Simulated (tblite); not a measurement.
# C7H13BS: the cost of one run

Programs: tblite 0.8.0 and PySCF 2.14.0, with density-fitted response routines of our own. Each step states its level of theory. These are calculated values for one molecule in the gas phase, unless marked as measured. Atoms are numbered from 0 throughout.

## 1. The molecule as given

22 atoms, charge 0, multiplicity 1; geometry from: force field or distance geometry start.

Bonds of the start (Å): C0–C1 1.52, C1–C2 1.47, C2–C3 1.22, C3–B4 1.53, B4–C5 1.56, C5–C6 1.49, B4–S7 1.91, S7–C8 1.80, C0–H9 1.12, C0–H10 1.10, C0–H11 1.10, C1–H12 1.11, C1–H13 1.10, C5–H14 1.11, C5–H15 1.12, C6–H16 1.09, C6–H17 1.12, C6–H18 1.14, C8–H19 1.10, C8–H20 1.11, C8–H21 1.11.

## 2. Geometry optimisation with GFN2-xTB

What the job is given:

```
{"job": {"kind": "relax", "xc": "GFN2-xTB", "basis": "xTB"}, "charge": 0, "multiplicity": 1}
C      3.838800     0.121100     0.426100
C      3.101200    -0.843400    -0.482900
C      1.666100    -0.547600    -0.559900
C      0.479700    -0.277300    -0.659700
B     -1.012900     0.058100    -0.773200
C     -2.034500    -0.539700     0.250500
C     -2.199700    -2.022100     0.194300
S     -1.499800     1.742600    -1.530000
C     -2.274000     2.690800    -0.207100
H      4.870900     0.213500     0.013500
H      3.936200    -0.271100     1.445600
H      3.427300     1.139300     0.424500
H      3.595300    -0.743900    -1.467600
H      3.196000    -1.865600    -0.087200
H     -1.770200    -0.153100     1.259000
H     -3.043400    -0.107100     0.011100
H     -1.330100    -2.567100     0.571200
H     -2.587400    -2.407900    -0.778900
H     -3.024900    -2.253600     0.941800
H     -3.236000     3.079400    -0.586700
H     -2.426400     2.013500     0.660800
H     -1.682400     3.560600     0.132400
```

Launch:

```bash
> OMP_NUM_THREADS=1 python probes_run.py task.json out
```

This one command runs all jobs of the session in turn.

**Question.** How long does this first job take on 1 thread of Arm Neoverse N1, shared host, and how much memory does it need?

About 2.1 s, with a peak of 0.18 GiB.
